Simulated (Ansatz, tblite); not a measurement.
# SiMe(OAc)3 (C₇H₁₂O₆Si): one state, many levels

One table from this session's results is given with a row withheld; the runs are named, their logs left out.

Method: as each input shows; program: Ansatz 0.2.0, Gaussian basis.

Levels to be run: GFN1-xTB, GFN2-xTB, PBE-D4/def2-TZVP, r2SCAN-D4/def2-TZVP, PBE-D4/def2-SVP, PBE0-D4/def2-SVP, HF/6-31G, B3LYP-D4/6-31G, MP2/def2-SVP, RPA/def2-SVP.

4 further runs of the same task are left out: 2 that didn't finish, 2 set aside as unsound or not needed. Runs told in other sessions of the task aren't counted.

## The relaxed structure

The singlet was relaxed beforehand with PBE-D4/def2-SVP.

26 atoms, charge 0, spin multiplicity 1.

Bond lengths: Si1–C2 1.846 Å, Si1–O6 1.712 Å, Si1–O13 1.707 Å, Si1–O20 1.699 Å, C2–H3 1.108 Å, C2–H4 1.107 Å, C2–H5 1.107 Å, O6–C7 1.364 Å, C7–C8 1.506 Å, C7–O9 1.217 Å, C8–H10 1.103 Å, C8–H11 1.109 Å, C8–H12 1.108 Å, O13–C14 1.362 Å, C14–C15 1.502 Å, C14–O16 1.219 Å, C15–H17 1.103 Å, C15–H18 1.110 Å and more. Angles: C2–Si1–O6 114.4°, C2–Si1–O13 115.5°, C2–Si1–O20 107.6°, O6–Si1–O13 103.4°, O6–Si1–O20 102.6°, O13–Si1–O20 112.5°, Si1–C2–H3 110.5°, Si1–C2–H4 109.1°, Si1–C2–H5 109.3°, H3–C2–H4 109.1°, H3–C2–H5 109.0°, H4–C2–H5 109.8°, Si1–O6–C7 119.8°, O6–C7–C8 111.9°, O6–C7–O9 122.4°, C8–C7–O9 125.7°, C7–C8–H10 110.0°, C7–C8–H11 109.4° and more.

PBE0-D4/def2-TZVP was run before; its log isn't repeated, and its numbers join the tables.

Set-up of the first run:

Tight binding, by tblite at 300 K electronic temperature and without a spin-polarisation term:

```python
tblite.interface.Calculator('GFN1-xTB', numbers, positions, charge=0, uhf=0).singlepoint()
```

Tight binding, by tblite at 300 K electronic temperature and without a spin-polarisation term:

```python
tblite.interface.Calculator('GFN2-xTB', numbers, positions, charge=0, uhf=0).singlepoint()
```

start.molden holds the orbitals of an earlier run on this state, given as this run's starting guess.

in.yaml reads:

```yaml
crystal:
  periodic: [false, false, false]
  atoms:
    - {symbol: Si, position_ang: [0.219753, -0.192764, 0.688153]}
    - {symbol: C, position_ang: [0.186262, -0.483865, 2.511025]}
    - {symbol: H, position_ang: [0.810829, -1.359907, 2.776054]}
    - {symbol: H, position_ang: [-0.857406, -0.674479, 2.828433]}
    - {symbol: H, position_ang: [0.579618, 0.409896, 3.031577]}
    - {symbol: O, position_ang: [1.786959, 0.029094, 0.035151]}
    - {symbol: C, position_ang: [2.569890, 1.052189, 0.482661]}
    - {symbol: C, position_ang: [3.869658, 1.136926, -0.273990]}
    - {symbol: O, position_ang: [2.224760, 1.791761, 1.385258]}
    - {symbol: H, position_ang: [4.500305, 1.938794, 0.146527]}
    - {symbol: H, position_ang: [3.660624, 1.339155, -1.343776]}
    - {symbol: H, position_ang: [4.398499, 0.164314, -0.230351]}
    - {symbol: O, position_ang: [-0.633132, 1.182877, 0.147343]}
    - {symbol: C, position_ang: [-1.994590, 1.140062, 0.152661]}
    - {symbol: C, position_ang: [-2.599302, 2.275382, -0.623638]}
    - {symbol: O, position_ang: [-2.607595, 0.244819, 0.708367]}
    - {symbol: H, position_ang: [-3.688882, 2.316529, -0.454357]}
    - {symbol: H, position_ang: [-2.394570, 2.093079, -1.698940]}
    - {symbol: H, position_ang: [-2.117686, 3.235249, -0.355856]}
    - {symbol: O, position_ang: [-0.299343, -1.620919, -0.070947]}
    - {symbol: C, position_ang: [-0.866987, -1.716913, -1.311434]}
    - {symbol: C, position_ang: [-1.347477, -3.119636, -1.580197]}
    - {symbol: O, position_ang: [-0.976774, -0.773967, -2.067323]}
    - {symbol: H, position_ang: [-1.679398, -3.211649, -2.628546]}
    - {symbol: H, position_ang: [-2.194269, -3.342515, -0.899378]}
    - {symbol: H, position_ang: [-0.549758, -3.853490, -1.354467]}
basis:
  gaussian: {orbitals: def2-TZVP, initial_orbitals: start.molden}
hamiltonian: {xc: pbe, dispersion: d4}
scf: {omitted_lower_state_checks: [starts]}
output: {orbitals: {seedname: orbitals}}
```

On the command line:

```sh
$ ansatz run in.yaml --threads 4 --pin off --events-out ev --progress --plain --max-ram 6963MiB
```

Among the steps run: PBE-D4/def2-TZVP; r2SCAN-D4/def2-TZVP; PBE-D4/def2-SVP; PBE0-D4/def2-SVP; HF/6-31G; B3LYP-D4/6-31G; MP2/def2-SVP; RPA/def2-SVP.

One table of the session follows, with a row left open; its other results are not shown here.

It belongs to the step «Binding energy». 

| level | binding an atom (eV) |
| --- | --- |
| HF/6-31G | 2.875 |
| HF/def2-SVP | 3.319 |
| PBE-D4/def2-SVP | ? |
| PBE-D4/def2-TZVP | 4.751 |
| r2SCAN-D4/def2-TZVP | 4.631 |
| B3LYP-D4/6-31G | 4.320 |
| PBE0-D4/def2-SVP | 4.668 |
| PBE0-D4/def2-TZVP | 4.621 |
| MP2/def2-SVP | 4.490 |

Estimate the missing values for PBE-D4/def2-SVP.

**Answer.** binding an atom (eV): 4.804. In the column «binding an atom (eV)» it is the highest.

To keep in mind: Free atoms were run apart at each level; binding is atoms less cluster, divided by the number of atoms, without zero-point or spin-orbit terms.
